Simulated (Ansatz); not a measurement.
# C3H9NSi: basis-set convergence

Aim: see how fast density functionals converge with the basis set for C3H9NSi.

The runs use Ansatz 0.2.0, Gaussian basis; one geometry, several basis sets.

The runs, in order: PBE0-D4/def2-SVP; ωB97M-V/def2-SVP; PBE0-D4/def2-QZVPP; ωB97M-V/def2-QZVPP; the functionals' def2-TZVPP values are taken from earlier runs.

## 1. The geometry

All runs share one geometry, relaxed beforehand with PBE0-D4 in a triple-zeta def2 set.

SMILES `C=CN(C)[SiH3]`, 14 atoms, charge 0, spin multiplicity 1.

Atoms are counted from 1 here; the program's logs count them from 0.

Bond lengths: C1–C2 1.336 Å, C1–H6 1.081 Å, C1–H7 1.082 Å, C2–N3 1.380 Å, C2–H8 1.087 Å, N3–C4 1.444 Å, N3–Si5 1.732 Å, C4–H9 1.096 Å, C4–H10 1.097 Å, C4–H11 1.092 Å, Si5–H12 1.491 Å, Si5–H13 1.486 Å, Si5–H14 1.483 Å. Angles: C2–C1–H6 119.4°, C2–C1–H7 123.1°, H6–C1–H7 117.5°, C1–C2–N3 126.9°, C1–C2–H8 119.4°, N3–C2–H8 113.7°, C2–N3–C4 117.3°, C2–N3–Si5 122.4°, C4–N3–Si5 119.8°, N3–C4–H9 110.6°, N3–C4–H10 111.6°, N3–C4–H11 110.1°, H9–C4–H10 108.0°, H9–C4–H11 108.1°, H10–C4–H11 108.3°, N3–Si5–H12 112.8°, N3–Si5–H13 108.9°, N3–Si5–H14 107.4° and more.

## 2. PBE0-D4 in def2-SVP

The input, in.yaml:

```yaml
crystal:
  periodic: [false, false, false]
  atoms:
    - {symbol: C, position_ang: [-1.862054, 1.139328, -0.107017]}
    - {symbol: C, position_ang: [-1.151590, 0.029842, -0.327262]}
    - {symbol: N, position_ang: [0.193326, -0.154357, -0.080708]}
    - {symbol: C, position_ang: [0.925401, 0.963209, 0.468490]}
    - {symbol: Si, position_ang: [0.957000, -1.703441, -0.206558]}
    - {symbol: H, position_ang: [-2.911043, 1.156957, -0.366585]}
    - {symbol: H, position_ang: [-1.437983, 2.037353, 0.322223]}
    - {symbol: H, position_ang: [-1.640645, -0.841374, -0.754686]}
    - {symbol: H, position_ang: [0.848870, 1.835511, -0.189942]}
    - {symbol: H, position_ang: [0.545002, 1.249262, 1.456463]}
    - {symbol: H, position_ang: [1.981688, 0.706593, 0.569549]}
    - {symbol: H, position_ang: [1.176141, -2.348226, 1.119310]}
    - {symbol: H, position_ang: [2.288440, -1.533507, -0.845172]}
    - {symbol: H, position_ang: [0.074548, -2.566450, -1.029406]}
basis:
  gaussian: {orbitals: def2-SVP}
hamiltonian: {xc: pbe0, dispersion: d4}
output: {orbitals: {seedname: orbitals}}
```

Further steps of the session: ωB97M-V in def2-SVP; PBE0-D4 in def2-QZVPP; ωB97M-V in def2-QZVPP.

Q: Predict the results of all the runs planned. Wanted: PBE0-D4: double and triple zeta above quadruple; ωB97M-V: double and triple zeta above quadruple.

The runs gave:

| quantity | value |
| --- | --- |
| PBE0-D4: double and triple zeta above quadruple | 8.58, 0.55 eV |
| ωB97M-V: double and triple zeta above quadruple | 8.86, 0.51 eV |

**Reading.** PBE0-D4 gains 8.03 eV from double to triple zeta, then 0.55 eV more. Total energies overstate the basis error of differences, where much of it tends to cancel. The LUMO of ωB97M-V is positive and keeps falling with the basis (2.70 to 1.58 eV): an unbound level that the basis holds in place.
